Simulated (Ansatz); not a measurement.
# C2H7NSeSi: the cost of one run

Program: Ansatz 0.2.0. Level of theory: RKS PBE0-D4/def2-SVP. These are calculated values, not measurements.

### Step 1. The starting structure

Bond lengths: N1–C2 1.423 Å, C2–Si3 1.835 Å, Si3–C4 1.933 Å, C2–Se5 1.953 Å, C4–Se5 1.986 Å, N1–H6 1.124 Å, N1–H7 1.037 Å, C2–H8 1.115 Å, Si3–H9 1.434 Å, Si3–H10 1.483 Å, C4–H11 1.130 Å, C4–H12 1.051 Å. Angles (14 of 22 angles, heavy atoms first): N1–C2–Si3 108.8°, N1–C2–Se5 112.6°, Si3–C2–Se5 98.4°, C2–Si3–C4 86.0°, Si3–C4–Se5 94.1°, C2–Se5–C4 81.5°, N1–C2–H8 115.3°, Si3–C2–H8 110.9°, Se5–C2–H8 109.5°, C2–N1–H6 105.8°, C2–N1–H7 111.3°, C2–Si3–H9 114.0°, C2–Si3–H10 114.0°, C4–Si3–H9 108.5°.

Structure file:

```xyz
12

N    -1.8928    0.2086    0.0588
C    -0.6583    0.3559   -0.6338
Si    0.4110   -1.0861   -0.2523
C     1.6323    0.1970    0.5212
Se    0.4674    1.7568    0.1299
H    -2.4897    1.1299   -0.1814
H    -1.7570    0.2633    1.0852
H    -0.7445    0.5061   -1.7349
H     1.0335   -1.6710   -1.4038
H    -0.1394   -1.9878    0.7886
H     1.6602    0.0263    1.6379
H     2.5544    0.2459    0.0186
```

### Step 2. Relaxing end A

input.yaml

```yaml
crystal:
  periodic: [false, false, false]
  atoms:
    - { symbol: "N", position_ang: [-1.8928, 0.2086, 0.0588] }
    - { symbol: C, position_ang: [-0.6583, 0.3559, -0.6338] }
    - { symbol: Si, position_ang: [0.411, -1.0861, -0.2523] }
    - { symbol: C, position_ang: [1.6323, 0.197, 0.5212] }
    - { symbol: Se, position_ang: [0.4674, 1.7568, 0.1299] }
    - { symbol: H, position_ang: [-2.4897, 1.1299, -0.1814] }
    - { symbol: H, position_ang: [-1.757, 0.2633, 1.0852] }
    - { symbol: H, position_ang: [-0.7445, 0.5061, -1.7349] }
    - { symbol: H, position_ang: [1.0335, -1.671, -1.4038] }
    - { symbol: H, position_ang: [-0.1394, -1.9878, 0.7886] }
    - { symbol: H, position_ang: [1.6602, 0.0263, 1.6379] }
    - { symbol: H, position_ang: [2.5544, 0.2459, 0.0186] }
basis:
  gaussian: { orbitals: def2-SVP }
hamiltonian:
  xc: pbe0
  dispersion: d4
relax:
  f_tol: 0.015
  max_steps: 40
output:
  orbitals: {}
```

Command:

```bash
$ ansatz run input.yaml --threads 2 --pin off --max-ram 3072MiB --backend cpu --events-out ev --progress --plain --runs-dir out
```

Q: Estimate wall time and peak memory on 2 threads of Intel Xeon 6975P-C (Granite Rapids), shared host.

About 41 s, with a peak of 0.37 GiB.
